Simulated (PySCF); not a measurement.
# HgPb+: from the state search to spectroscopic constants

Aim: find the lowest electronic state of HgPb+, scan its bond at several levels of theory, and get bond length, wavenumber and dissociation energy from each curve.

Program: PySCF 2.14.0. Level of theory: Hg def2-SVP with ECP60, Pb def2-SVP with ECP60, scalar-relativistic core potentials. These are calculated values, not measurements.

### Step 1. Set-up

A driver script around PySCF takes these settings:

```yaml
atoms: Hg, Pb
charge: 1
basis: Hg def2-SVP with ECP60, Pb def2-SVP with ECP60
Hamiltonian: scalar-relativistic core potentials
basis_functions: 58
electrons_treated: 41
masses_in_u: 201.9706, 207.9766
levels: PBE0, PBE, r²SCAN, BP86, revPBE, BHandHLYP, ωB97X, HF, MP2, SCS-MP2
grid: 80 radial by 434 angular points
occupations: held fixed by the projection of orbital angular momentum
dissociation_limit: Hg + Pb+, each in its ground configuration
starting_distance_in_angstrom: 2.870
values_of_2S_to_try: 1, 3
```

The run is started by

```bash
$ OMP_NUM_THREADS=1 python dia.py task.json out
```

Further steps of the session: The PBE0 curve of the state that the search chose; Higher solutions at PBE0; PBE (GGA); r²SCAN (meta-GGA); BP86 (GGA); revPBE; BHandHLYP; ωB97X (range-separated hybrid); UHF.

Before running it: what results should come out? Wanted: for each run, Re; ωe; De; μ.

The runs gave:

Lowest PBE0 solution found, without spin–orbit coupling: ²Π (doublet), unpaired electrons π ↑. State 2 has its PBE0 minimum 0.63 eV higher. State 3 has its PBE0 minimum 3.71 eV higher. The other levels ran on the lowest alone.

| level | Re (Å) | ωe (cm⁻¹) | De (eV) | μ (D) |
| --- | --- | --- | --- | --- |
| UHF | 3.208 | 64.9 | 0.52 | 2.31 |
| UHF-MP2 | 3.037 | 80.8 | 0.66 | n/a |
| UHF-SCS-MP2 | 3.081 | 75.4 | 0.58 | n/a |
| PBE | 3.028 | 81.8 | 0.85 | 2.24 |
| revPBE | 3.079 | 75.5 | 0.72 | 2.38 |
| BP86 | 3.027 | 82.0 | 0.81 | 2.26 |
| r²SCAN | 2.989 | 86.5 | 0.88 | 2.05 |
| PBE0 | 3.021 | 83.1 | 0.82 | 2.08 |
| BHandHLYP | 3.076 | 77.1 | 0.70 | 2.22 |
| ωB97X | 3.056 | 80.3 | 0.75 | 2.26 |

De is counted to Hg + Pb+ in their ground configurations. A positive dipole points from Hg to Pb; in an ion it is taken about the centre of mass and does not tell which atom is negative.

What this shows: Bond lengths run from 2.989 Å (r²SCAN) to 3.208 Å (UHF). Of the levels with a De here, UHF gives the least (0.52 eV) and r²SCAN the most (0.88 eV).

Correlated steps freeze 4 core orbitals. These are scalar-relativistic numbers at best; spin–orbit coupling would shift them, the dissociation energy most. With spin–orbit coupling the term label itself may not hold.
